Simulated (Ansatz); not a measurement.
InSb3 in Ansatz: the effect of functional

Crystal: InSb3.

```
Sb In
1.0
     4.70825    0.00000    0.00000
     0.00000    4.70825    0.00000
     0.00000    0.00000    4.70825
Sb In
3 1
Direct
  0.50000 0.50000 0.00000
  0.00000 0.50000 0.50000
  0.50000 0.00000 0.50000
  0.00000 0.00000 0.00000
```

The cell comes from a database or a generator and needn't be the stable form of this composition.

The cell isn't the ideal one: volume scaled by 0.94.

Alike in all runs:

```yaml
Program: Ansatz 0.2.0
Task: single point
Potentials_or_basis: Ansatz PAW
k_mesh: 6 × 6 × 6
Occupations: fermi-dirac, width 0.05 eV
Spin: no spin polarisation
```

```csv
functional,cutoff,pressure (GPa)
LDA,420 eV (not typed: the program's choice for these potentials),-0.6
r2SCAN,500 eV (not typed: the program's choice for these potentials),?
PBE,420 eV (not typed: the program's choice for these potentials),3.9
```

**Question.** What does the run with functional r2SCAN give?

**Answer.** Pressure 3.1 GPa.

Caveats: the PAW data sets come from PBE, with cores solved anew for the run's functional, which leaves a small shift of forces and pressure (some runs).
